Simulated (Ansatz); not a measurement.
Crystal: MnSb4.

```
Sb Mn
1.0
     3.08050    0.00000    0.00000
     0.00000    3.08050    0.00000
     0.00000    0.00000   14.99420
Sb Mn
4 1
Direct
  0.00000 0.00000 0.81968
  0.00000 0.00000 0.60055
  0.00000 0.00000 0.39945
  0.00000 0.00000 0.18032
  0.00000 0.00000 0.00000
```

The cell comes from a database or a generator and needn't be the stable form of this composition.

Base run:

| Property | Result |
| --- | --- |
| Program | Ansatz 0.2.0 |
| Functional | LDA |
| Potentials or basis | Ansatz PAW |
| Cutoff | 420 eV |
| Density cutoff | 1680 eV |
| k mesh | 9 × 9 × 2 |
| Occupations | fermi-dirac, width 0.05 eV |
| Spin | collinear spin, ferromagnetic start |
| Starting moments | [0.0, 0.0, 0.0, 0.0, 4.0] μB |
| Hubbard terms | Mn d U = 6 eV |

Its results: band gap on the k mesh none (metal or under the smearing width); pressure -1.6 GPa; net moment 4.89 μB per cell; site moments Sb -0.01, +0.01; Mn +4.50 μB; largest force 0.628 eV/Å.

The run is repeated on the same cell with these changes: hubbard terms from Mn d U = 6 eV to Mn d U = 4 eV. What comes out?

Band gap on the k mesh none (metal or under the smearing width); pressure -2.5 GPa; net moment 4.51 μB per cell; site moments Sb -0.02, +0.01; Mn +4.24 μB; largest force 0.325 eV/Å.

Caveats: the magnetic or orbital state may not be the lowest; a cell with one magnetic atom can't hold antiferromagnetic order, which such compounds often take; the PAW data sets come from PBE, with cores solved anew for the run's functional, which leaves a small shift of forces and pressure; the U is typed as a test and isn't derived for this compound; the density of states is complete only up to the lowest level of the last band computed.

Not every run made on this cell is shown here.
